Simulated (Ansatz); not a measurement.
# Al: the cost of one run

Method: DFT PBE, plane waves, PAW, scalar-relativistic, no spin polarisation, in Ansatz 0.2.0.

1 further run of the same task is left out (it didn't finish).

## (1) The starting structure

The cell holds 31 atoms (Al31): a = 8.100 Å, b = 8.100 Å, c = 8.100 Å, α = 90.00°, β = 90.00°, γ = 90.00°.

Its coordinates follow in the input file.

## (2) Relaxing end A

File input.yaml:

```yaml
crystal:
  lattice:
    - [8.1, 0.0, 0.0]
    - [0.0, 8.1, 0.0]
    - [0.0, 0.0, 8.1]
  atoms:
    - { symbol: Al, position: [0.5024765, -0.0025571, -0.0039337] }
    - { symbol: Al, position: [0.7513883, 0.2606932, 0.0020564] }
    - { symbol: Al, position: [0.7513403, -0.0007201, 0.2501851] }
    - { symbol: Al, position: [-0.0035509, -0.006376, 0.005054] }
    - { symbol: Al, position: [0.2504601, 0.2454978, 0.0038112] }
    - { symbol: Al, position: [0.4996849, 0.4952557, -0.0002039] }
    - { symbol: Al, position: [0.7489676, 0.7547308, -0.0054316] }
    - { symbol: Al, position: [0.2506512, -0.001035, 0.2473283] }
    - { symbol: Al, position: [0.7570662, 0.5032741, 0.2482392] }
    - { symbol: Al, position: [0.5025774, -0.0031982, 0.4953702] }
    - { symbol: Al, position: [0.7500102, 0.2436321, 0.5016653] }
    - { symbol: Al, position: [0.7472746, 0.0032647, 0.7480311] }
    - { symbol: Al, position: [0.0010082, 0.4964578, -0.00341] }
    - { symbol: Al, position: [0.2537524, 0.7430413, 0.0029424] }
    - { symbol: Al, position: [0.0004098, 0.2493065, 0.2445297] }
    - { symbol: Al, position: [0.2470487, 0.4996998, 0.2530085] }
    - { symbol: Al, position: [0.5022811, 0.7540571, 0.2531471] }
    - { symbol: Al, position: [-0.0018749, 0.0002185, 0.4981094] }
    - { symbol: Al, position: [0.2503488, 0.2532206, 0.5052123] }
    - { symbol: Al, position: [0.4949144, 0.4940185, 0.5058541] }
    - { symbol: Al, position: [0.7573403, 0.7477647, 0.496143] }
    - { symbol: Al, position: [0.2445064, -0.0048658, 0.7507592] }
    - { symbol: Al, position: [0.4958481, 0.2458894, 0.742781] }
    - { symbol: Al, position: [0.755671, 0.5031364, 0.7511603] }
    - { symbol: Al, position: [-0.0007753, 0.7426601, 0.2463129] }
    - { symbol: Al, position: [-0.001961, 0.5005856, 0.4948917] }
    - { symbol: Al, position: [0.2482535, 0.7551833, 0.503097] }
    - { symbol: Al, position: [0.0020354, 0.2537728, 0.7478604] }
    - { symbol: Al, position: [0.2474915, 0.4985223, 0.7479815] }
    - { symbol: Al, position: [0.49819, 0.7586924, 0.7490877] }
    - { symbol: Al, position: [-0.0066392, 0.7467812, 0.7492693] }
basis:
  ecutwfc: 420.0
kpoints:
  mp_grid: { grid: [3, 3, 3] }
hamiltonian:
  xc: pbe
  pseudopotentials: { kind: paw, azcp: { folder: soft_1 } }
scf:
  occupations: { method: fermi_dirac, width: 0.15 }
  lower_state_search: "off"
relax:
  f_tol: 0.03
  max_steps: 60
  adjacent_minimum: "off"
```

The run is started by

```sh
$ ansatz run input.yaml --threads 4 --pin off --max-ram 10240MiB --backend cpu --events-out ev --progress --plain --runs-dir out
```

What time and memory should one allow on 4 threads of Arm Neoverse V2, shared host?

About 29 s, with a peak of 1.3 GiB.
